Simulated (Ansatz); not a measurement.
**C2H7AlBF: how energies converge with the basis set**

Aim: see how fast density functionals converge with the basis set for C2H7AlBF.

Method: one geometry, several basis sets; program: Ansatz 0.2.0, Gaussian basis.

The runs, in order: PBE0-D4/def2-SVP; ωB97M-V/def2-SVP; PBE0-D4/def2-QZVPP; ωB97M-V/def2-QZVPP; the functionals' def2-TZVPP values are taken from earlier runs.

### 1 The relaxed structure

All runs share one geometry, relaxed beforehand with PBE0-D4 in a triple-zeta def2 set.

SMILES `CC(F)[BH][AlH2]`, 12 atoms, charge 0, spin multiplicity 1.

Atoms are counted from 1 here; the program's logs count them from 0.

Bond lengths: C1–C2 1.506 Å, C1–H6 1.092 Å, C1–H7 1.091 Å, C1–H8 1.091 Å, C2–F3 1.511 Å, C2–B4 1.560 Å, C2–H9 1.095 Å, B4–Al5 2.123 Å, B4–H10 1.193 Å, Al5–H11 1.593 Å, Al5–H12 1.594 Å. Angles: C2–C1–H6 108.5°, C2–C1–H7 111.1°, C2–C1–H8 111.6°, H6–C1–H7 108.6°, H6–C1–H8 108.3°, H7–C1–H8 108.6°, C1–C2–F3 105.9°, C1–C2–B4 117.7°, C1–C2–H9 111.9°, F3–C2–B4 103.4°, F3–C2–H9 101.9°, B4–C2–H9 113.9°, C2–B4–Al5 91.4°, C2–B4–H10 119.3°, Al5–B4–H10 149.3°, B4–Al5–H11 120.3°, B4–Al5–H12 119.2°, H11–Al5–H12 119.8°.

### 2 PBE0-D4 in def2-SVP

Input file in.yaml:

```yaml
crystal:
  periodic: [false, false, false]
  atoms:
    - {symbol: C, position_ang: [-0.941943, 0.500853, 1.299747]}
    - {symbol: C, position_ang: [-0.120215, 0.699077, 0.053708]}
    - {symbol: F, position_ang: [1.270687, 0.216336, 0.393745]}
    - {symbol: B, position_ang: [-0.496483, -0.141480, -1.205650]}
    - {symbol: Al, position_ang: [1.343661, -1.197205, -1.113858]}
    - {symbol: H, position_ang: [-1.912045, 0.981005, 1.154588]}
    - {symbol: H, position_ang: [-0.455546, 0.952136, 2.166179]}
    - {symbol: H, position_ang: [-1.109989, -0.557679, 1.505892]}
    - {symbol: H, position_ang: [0.053249, 1.759527, -0.155698]}
    - {symbol: H, position_ang: [-1.546205, 0.045971, -1.741435]}
    - {symbol: H, position_ang: [2.580145, -0.737862, -2.006381]}
    - {symbol: H, position_ang: [1.411685, -2.575979, -0.316737]}
basis:
  gaussian: {orbitals: def2-SVP}
hamiltonian: {xc: pbe0, dispersion: d4}
output: {orbitals: {seedname: orbitals}}
```

The runs that follow: ωB97M-V in def2-SVP; PBE0-D4 in def2-QZVPP; ωB97M-V in def2-QZVPP.

**Question.** What will the summary of the whole plan be? Wanted: PBE0-D4: double and triple zeta above quadruple; ωB97M-V: double and triple zeta above quadruple.

The runs gave:

| quantity | value |
| --- | --- |
| PBE0-D4: double and triple zeta above quadruple | 9.15, 0.51 eV |
| ωB97M-V: double and triple zeta above quadruple | 9.40, 0.49 eV |

What this shows: PBE0-D4 gains 8.64 eV from double to triple zeta, then 0.51 eV more. Total energies overstate the basis error of differences, where much of it tends to cancel.
